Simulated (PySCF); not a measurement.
# [Er(H2O)2]3+: other functionals and bases at one geometry

The task here is to estimate one member of a computed series from the others.

The runs use PySCF 2.14.0; several levels, as the steps say, no spin–orbit coupling.

1 further run of the same task is left out (for a known fault of the program).

### Starting geometry

7 atoms, charge 3, spin multiplicity 1.

Bond lengths: Er1–O2 2.183 Å, Er1–O5 2.179 Å, O2–H3 0.995 Å, O2–H4 0.995 Å, O5–H6 0.994 Å, O5–H7 0.995 Å. Angles: O2–Er1–O5 108.9°, Er1–O2–H3 128.6°, Er1–O2–H4 128.7°, H3–O2–H4 102.6°, Er1–O5–H6 129.1°, Er1–O5–H7 128.2°, H6–O5–H7 102.7°.

As a file:

```xyz
7
ErH4O2
Er   -0.46153    1.00171    0.01682
O     0.10054   -0.16602    1.77304
H     0.73623    0.07263    2.50078
H    -0.24319   -1.05224    2.06606
O     0.01980   -0.14073   -1.77545
H     0.57120   -0.96325   -1.86597
H    -0.25056    0.04529   -2.71527
```

Formal oxidation states: Er +3. Each metal's 11 4f electrons lie in its core potential, so multiplicities, spins and levels count the valence alone. An earlier session relaxed this geometry at PBE0, Er lcecp-1-SVP with ECP57, O def2-SVP, H def2-SVP (singlet, point group C1).

At PBE0 on the finer grid: E = -189.603030 Eh, HOMO -26.85 eV, LUMO -18.78 eV, Mulliken charge on Er1 +2.20 e, largest force component 0.016 eV/Å. 

Levels to run: r2SCAN; wB97X; PBE0, TZVP. Hardware: 2 threads of Intel Xeon Platinum 8259CL at 2.50GHz (Skylake/Cascade Lake), shared host.

The first run:

run.py (the lines that set the calculation)

```python
mol = gto.M(atom='''
Er    -0.46153     1.00171     0.01682
O      0.10054    -0.16602     1.77304
H      0.73623     0.07263     2.50078
H     -0.24319    -1.05224     2.06606
O      0.01980    -0.14073    -1.77545
H      0.57120    -0.96325    -1.86597
H     -0.25056     0.04529    -2.71527''',
    basis={'Er': 'lcecp-1-SVP', 'O': 'def2-SVP', 'H': 'def2-SVP'},
    ecp={'Er': 'lcecp-1-SVP'},
    charge=3, spin=0)
mf = dft.RKS(mol, xc='R2SCAN')
mf.grids.atom_grid = (75, 302)  # f atoms: unpruned, at least (60, 302)
mf = mf.density_fit()  # fitting sets: Er AutoAux, O def2-universal-JKFIT, H def2-universal-JKFIT
mf.conv_tol = 1e-08; mf.max_cycle = 55
mf.kernel(dm0)  # dm0: the density of the relaxed state
```

Started as:

```sh
$ OMP_NUM_THREADS=2 python run.py
```

Among the steps run: r2SCAN; wB97X; PBE0, TZVP.

One table of the session follows, with a row left open; its other results are not shown here.

| level | HOMO (eV) | gap (eV) | charge on Er1 (e) | dipole (D) | largest force component (eV/Å) |
| --- | --- | --- | --- | --- | --- |
| PBE0 (relaxed here) | -26.85 | 8.07 | 2.20 | 3.37 | 0.02 |
| r2SCAN | ? | ? | ? | ? | ? |
| wB97X | -29.36 | 13.15 | 2.23 | 3.16 | 0.18 |
| PBE0, TZVP | -26.82 | 8.12 | 2.37 | 3.41 | 0.27 |

Estimate the missing values for r2SCAN.

**Answer.** HOMO (eV): -25.45; gap (eV): 6.33; charge on Er1 (e): 2.19; dipole (D): 3.43; largest force component (eV/Å): 0.13. In the column «HOMO (eV)» it is the highest.

The dipole of a charged species depends on the origin, so these sizes hold for this origin alone.

In one basis the HOMO–LUMO gap runs from 6.33 eV (r2SCAN) to 13.15 eV (wB97X). The largest leftover force, 0.27 eV/Å with PBE0, TZVP, stands at a geometry relaxed at another level. With 4f in the core, its levels are missing from HOMO and gap, and its count is fixed, so no charge can pass from the ligands into it. Total energies of different levels can't be compared.
